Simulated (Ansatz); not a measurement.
# C2H11NSSi2: the cost of one run

All numbers below are computed with Ansatz 0.2.0 (RKS r2SCAN/STO-3G).

### Step 1. The starting structure

Bond lengths (14 of 16 bonds, heavy atoms first): C1–C2 1.567 Å, C2–N3 1.445 Å, C2–S4 1.785 Å, C2–Si5 1.883 Å, Si5–Si6 2.313 Å, C1–H7 1.047 Å, C1–H8 1.091 Å, C1–H9 1.133 Å, N3–H10 1.067 Å, N3–H11 1.025 Å, S4–H12 1.305 Å, Si5–H13 1.489 Å, Si5–H14 1.471 Å, Si6–H15 1.461 Å. Angles (14 of 28 angles, heavy atoms first): C1–C2–N3 107.7°, C1–C2–S4 109.6°, C1–C2–Si5 117.9°, N3–C2–S4 103.5°, N3–C2–Si5 108.3°, S4–C2–Si5 109.0°, C2–Si5–Si6 111.4°, C2–C1–H7 113.1°, C2–C1–H8 107.8°, C2–C1–H9 110.2°, C2–N3–H10 109.7°, C2–N3–H11 108.6°, C2–S4–H12 97.7°, C2–Si5–H13 110.6°.

The coordinates stand in the first input below.

### Step 2. End point A

Contents of input.yaml:

```yaml
crystal:
  periodic: [false, false, false]
  atoms:
    - { symbol: C, position_ang: [0.6624, -1.2949, 0.9947] }
    - { symbol: C, position_ang: [0.6336, -0.4777, -0.3426] }
    - { symbol: "N", position_ang: [1.9965, -0.3466, -0.8056] }
    - { symbol: S, position_ang: [-0.1479, -1.4494, -1.6203] }
    - { symbol: Si, position_ang: [-0.1475, 1.235, -0.3109] }
    - { symbol: Si, position_ang: [-2.3034, 1.1655, 0.5229] }
    - { symbol: H, position_ang: [1.1469, -2.2181, 0.9015] }
    - { symbol: H, position_ang: [-0.3679, -1.4288, 1.3267] }
    - { symbol: H, position_ang: [1.1271, -0.6754, 1.8216] }
    - { symbol: H, position_ang: [2.603, 0.0629, -0.0289] }
    - { symbol: H, position_ang: [2.3929, -1.2847, -0.9245] }
    - { symbol: H, position_ang: [0.293, -0.7744, -2.647] }
    - { symbol: H, position_ang: [0.6139, 2.142, 0.5914] }
    - { symbol: H, position_ang: [-0.1678, 1.8975, -1.6243] }
    - { symbol: H, position_ang: [-2.8674, 2.5045, 0.6717] }
    - { symbol: H, position_ang: [-3.1914, 0.4044, -0.3532] }
    - { symbol: H, position_ang: [-2.295, 0.5378, 1.8672] }
basis:
  gaussian: { orbitals: STO-3G }
hamiltonian:
  xc: r2scan
relax:
  f_tol: 0.015
  max_steps: 40
```

Launch:

```console
> ansatz run input.yaml --threads 1 --pin off --max-ram 2048MiB --backend cpu --events-out ev --progress --plain --runs-dir out
```

What time and memory should one allow on 1 thread of AMD EPYC 9R45 (Zen 5), shared host?

About 26 s, with a peak of 0.21 GiB.
